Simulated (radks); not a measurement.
# Xe with its nuclear charge varied continuously

The task here is to estimate one member of a computed series from the others.

Method: scalar-relativistic Kohn-Sham, PBEsol, spin-polarised, spherical densities, finite nucleus. Code: radks (a radial shooting solver on a logarithmic mesh, Libxc functionals) version 1.

### The atom as given

```
element            : xenon (Z = 54)
charge             : 0
electrons          : 54
configuration      : [Xe]
nuclear rms radius : 4.7859 fm
```

The outer shells:

Xe
```
[Kr] core
4d [↑↓][↑↓][↑↓][↑↓][↑↓]
5s [↑↓]
5p [↑↓][↑↓][↑↓]
```

The first run:

The run's settings:

```text
Z 54
configuration [Xe]
relativity scalar-relativistic
functional pbe_sol,pbe_sol
spin polarised
nucleus finite rms 4.7859 fm
c 137.035999084
```

Among the steps run: Z = 54.

One of the session's tables, all rows but one given; the rest of the session is left out.

It belongs to the step «Z = 54». From the orbitals of this run (lengths in bohr):

```
level     <r>  outermost maximum (interpolated)  90 % within  nodes
   3s  0.3066                             0.279        0.450      2
   3p       ?                                 ?            ?      ?
   3d  0.2810                             0.226        0.441      0
   4s  0.7169                             0.661         1.03      3
   4p  0.7651                             0.693         1.12      2
   4d  0.8774                             0.748         1.33      1
   5s   1.860                              1.62         2.72      4
   5p   2.309                              1.91         3.47      3
```

Estimate the missing values for 3p.

**Answer.** <r>: 0.3045; outermost maximum (interpolated): 0.273; 90 % within: 0.457; nodes: 1. In the column «<r>» it lies between 3d (0.2810) and 3s (0.3066).

Limits of these values: At Z = 54 the central difference of E is -335.027 hartree, against -333.704 from the Hellmann-Feynman theorem; the scalar-relativistic energy here is not variational, so the two differ by a part that grows with Z.
